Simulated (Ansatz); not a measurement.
**ZnO: an axial (c/a) deformation path**

The task here is to estimate one member of a computed series from the others.

Method: DFT r2SCAN, scalar-relativistic, plane waves, PAW, in Ansatz 0.2.0.

1 further run of the same task is left out (set aside as unsound or not needed). Runs told in other sessions of the task aren't counted.

### The structure to begin with

Symmetry: P6_3mc, No. 186, hexagonal system. Conventional cell: a = 3.235 Å, b = 3.235 Å, c = 5.211 Å, α = 90.00°, β = 90.00°, γ = 120.00°. Zn (site symmetry 3m) has 4 O at 1.97 to 1.98 Å in its first shell of neighbours. O (site symmetry 3m) is surrounded by 4 Zn at 1.97 to 1.98 Å.

Coordinates:

```
Zn O
1.0
     3.23520    0.00000    0.00000
    -1.61760    2.80177    0.00000
     0.00000    0.00000    5.21142
Zn O
2 2
Direct
  0.33333 0.66667 0.00124
  0.66667 0.33333 0.50124
  0.33333 0.66667 0.38086
  0.66667 0.33333 0.88086
```

This cell was relaxed beforehand with the same method: volume 11.81 Å³/atom, gap on the mesh 1.24 eV.

The first run:

Contents of input.yaml:

```yaml
crystal:
  lattice:
    - [3.2352006, 0.0, 0.0]
    - [-1.6176003, 2.8017659059, 0.0]
    - [0.0, 0.0, 5.2114160454]
  atoms:
    - { symbol: Zn, position: [0.3333333333, 0.6666666667, 0.0012360745] }
    - { symbol: Zn, position: [0.6666666667, 0.3333333333, 0.5012360745] }
    - { symbol: O, position: [0.3333333333, 0.6666666667, 0.3808639255] }
    - { symbol: O, position: [0.6666666667, 0.3333333333, 0.8808639255] }
basis:
  ecutwfc: 500
kpoints:
  mp_grid: { grid: [12, 12, 6] }
hamiltonian:
  xc: r2scan
scf:
  occupations: { method: gaussian, width: 0.05 }
output:
  forces: true
  stress: true
  eigenvalues: true
```

Command:

```console
ansatz run input.yaml --threads 1 --pin off --max-ram 2560MiB --backend cpu --events-out ev --progress --plain --runs-dir out
```

Among the steps run: The undisturbed cell; Point ρ = 0.850; Point ρ = 1.200; Point ρ = 0.920; Point ρ = 1.100.

One table of the session follows, with a row left open; its other results are not shown here.

It belongs to the step «The scan collected». Collected from the runs (energy zero: the undisturbed cell):

```
    ρ  ΔE (meV/atom)  pressure (GPa)  gap on the mesh (eV)
0.850          171.9             6.3                  1.23
0.920              ?               ?                     ?
1.000            0.0             0.0                  1.24
1.100           48.6             1.9                  1.03
1.200          167.3             6.3                  0.71
```

**Question.** Estimate the row for ρ = 0.920.

Worked estimate for «ΔE (meV/atom)». A straight line through the neighbours (0.850, 171.9) and (1.000, 0.0) gives 171.9 + (0.0 − 171.9) × (0.920 − 0.850) / (1.000 − 0.850) = 91.7; a parabola fitted to 3 rows on both sides gives 55.1.

The run gave: ΔE (meV/atom): 42.6; pressure (GPa): 1.5; gap on the mesh (eV): 1.26. In «ΔE (meV/atom)» the line misses by +49.1 and the parabola by +12.5.
